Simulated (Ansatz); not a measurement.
# InF (wurtzite type): how the settings move a single-point run

How sensitive is a single-point run of InF (wurtzite type) to its settings? A reference run comes first, then two runs with altered input.

Computed with Ansatz 0.2.0 (reference: DFT, PBE, PAW with Ansatz's default frozen-core files, scalar-relativistic, unless a step's input says otherwise).

### Step 1. The structure to begin with

The structure is hexagonal, space group P6_3mc (No. 186). Conventional cell: a = 3.644 Å, b = 3.644 Å, c = 8.905 Å, α = 90.00°, β = 90.00°, γ = 120.00°. In (site symmetry 3m) has 3 F at 2.45 Å as nearest neighbours. F (site symmetry 3m) has 3 In at 2.45 Å as nearest neighbours.

Coordinates:

```xyz
4
Lattice="3.6443 0.0000 0.0000 -1.8221 3.1560 0.0000 0.0000 0.0000 8.9051" Properties=species:S:1:pos:R:3 pbc="T T T"
In    0.0000    2.1040    0.0784
In    1.8221    1.0520    4.5310
F     0.0000    2.1040    3.2699
F     1.8221    1.0520    7.7224
```

### Step 2. Reference

Input file input.yaml:

```yaml
crystal:
  lattice:
    - [3.6442862491, 0.0, 0.0]
    - [-1.8221431245, 3.1560444704, 0.0]
    - [0.0, 0.0, 8.9050906643]
  atoms:
    - { symbol: In, position: [0.3333333333, 0.6666666667, 0.0088071711] }
    - { symbol: In, position: [0.6666666667, 0.3333333333, 0.5088071711] }
    - { symbol: F, position: [0.3333333333, 0.6666666667, 0.3671928289] }
    - { symbol: F, position: [0.6666666667, 0.3333333333, 0.8671928289] }
kpoints:
  mp_grid: { grid: [14, 14, 8] }
  band_path:
    path:
      - [0.0, 0.0, 0.0]
      - [0.5, 0.0, 0.0]
      - [0.3333333333, 0.3333333333, 0.0]
      - [0.0, 0.0, 0.0]
      - [0.0, 0.0, 0.5]
      - [0.5, 0.0, 0.5]
      - [0.3333333333, 0.3333333333, 0.5]
      - [0.0, 0.0, 0.5]
      - [0.5, 0.0, 0.5]
    npoints: 14
scf:
  occupations: { method: fermi_dirac, width: 0.05 }
hamiltonian:
  xc: pbe
  pseudopotentials: { kind: paw }
output:
  forces: true
  stress: true
  eigenvalues: true
  efg: { contact_densities: true }
  populations: true
  bader: true
  dos: { projected: true, de: 0.2, e_range: [-14, 8] }
  write_density: true
  write_potential: true
  elf: true
  volumetric_format: npy
```

The run is started by

```console
$ ansatz run input.yaml --threads 1 --pin off --max-ram 3072MiB --backend cpu --events-out ev --progress --plain --runs-dir out
```

### Step 3. Variant: starting moments, chi_scale 0.3, spin_polarized true

Input file input.yaml:

```yaml
crystal:
  lattice:
    - [3.6442862491, 0.0, 0.0]
    - [-1.8221431245, 3.1560444704, 0.0]
    - [0.0, 0.0, 8.9050906643]
  atoms:
    - { symbol: In, position: [0.3333333333, 0.6666666667, 0.0088071711], spin: 0.2 }
    - { symbol: In, position: [0.6666666667, 0.3333333333, 0.5088071711], spin: 0.2 }
    - { symbol: F, position: [0.3333333333, 0.6666666667, 0.3671928289], spin: 0.2 }
    - { symbol: F, position: [0.6666666667, 0.3333333333, 0.8671928289], spin: 0.2 }
kpoints:
  mp_grid: { grid: [14, 14, 8] }
  band_path:
    path:
      - [0.0, 0.0, 0.0]
      - [0.5, 0.0, 0.0]
      - [0.3333333333, 0.3333333333, 0.0]
      - [0.0, 0.0, 0.0]
      - [0.0, 0.0, 0.5]
      - [0.5, 0.0, 0.5]
      - [0.3333333333, 0.3333333333, 0.5]
      - [0.0, 0.0, 0.5]
      - [0.5, 0.0, 0.5]
    npoints: 14
scf:
  occupations: { method: fermi_dirac, width: 0.05 }
  initial_density: { chi_scale: 0.3 }
hamiltonian:
  xc: pbe
  pseudopotentials: { kind: paw }
output:
  forces: true
  stress: true
  eigenvalues: true
  efg: { contact_densities: true }
  populations: true
  write_density: true
  write_potential: true
  elf: true
  volumetric_format: npy
magnetization:
  spin_polarized: true
```

### Step 4. Changing settings: mp_grid.grid [9, 9, 5], chi_scale 0.0

Changes to input.yaml since step 2:

```diff
@@ -11,3 +11,3 @@
 kpoints:
-  mp_grid: { grid: [14, 14, 8] }
+  mp_grid: { grid: [9, 9, 5] }
   band_path:
@@ -26,2 +26,3 @@
   occupations: { method: fermi_dirac, width: 0.05 }
+  initial_density: { chi_scale: 0.0 }
 hamiltonian:
@@ -35,4 +36,2 @@
   populations: true
-  bader: true
-  dos: { projected: true, de: 0.2, e_range: [-14, 8] }
   write_density: true
```

**Question.** What will these runs give? Wanted: for each run, ending; energy change; pressure; gap; force.

The runs gave:

| run | ending | energy change | pressure (GPa) | gap (eV) | force (eV/Å) | cycles | time |
| --- | --- | --- | --- | --- | --- | --- | --- |
| reference | converged | 0 | 0.0 | 1.62 | 0.00 | 7 | 37 s |
| 1: starting moments, chi_scale 0.3, spin_polarized true | converged | 0.0 meV/atom | 0.0 | 1.62 | 0.00 | 14 | 67 s |
| 2: mp_grid.grid [9, 9, 5], chi_scale 0.0 | converged | 0.0 meV/atom | 0.0 | 1.67 | 0.00 | 10 | 9.8 s |

Times don't compare one to one where runs were asked for different outputs or read a saved state (see the inputs); cycles may leave out searches for a lower state.

Residual by cycle in the longest SCF loop of each run; runs are numbered as in the table. The quantity is the density residual dr2, in eV.

| cycle | reference | run 1 | run 2 |
| --- | --- | --- | --- |
| 1 | 0.00333 | 824 | 7.44 |
| 2 | 0.00122 | 11.6 | 0.626 |
| 3 | 4.4e-4 | 5.09 | 0.23 |
| 5 | 5.8e-6 | 0.154 | 0.00128 |
| 6 | 3.3e-7 | 0.0147 | 5.1e-4 |
| 7 | 6.2e-8 | 0.00794 | 1.7e-5 |
| 8 | - | 4.7e-4 | 3.3e-6 |
| 9 | - | 1.6e-4 | 5.0e-7 |
| 10 | - | 3.4e-5 | 1.2e-8 |
| 12 | - | 8.4e-8 | - |
| 13 | - | 3.3e-9 | - |
| 14 | - | 2.6e-10 | - |

Of the converged runs whose energies compare with the reference's, none moves it noticeably. Of the variants the dearest is «starting moments, chi_scale 0.3, spin_polarized true» (67 s), the cheapest «mp_grid.grid [9, 9, 5], chi_scale 0.0» (9.8 s), on a shared host.
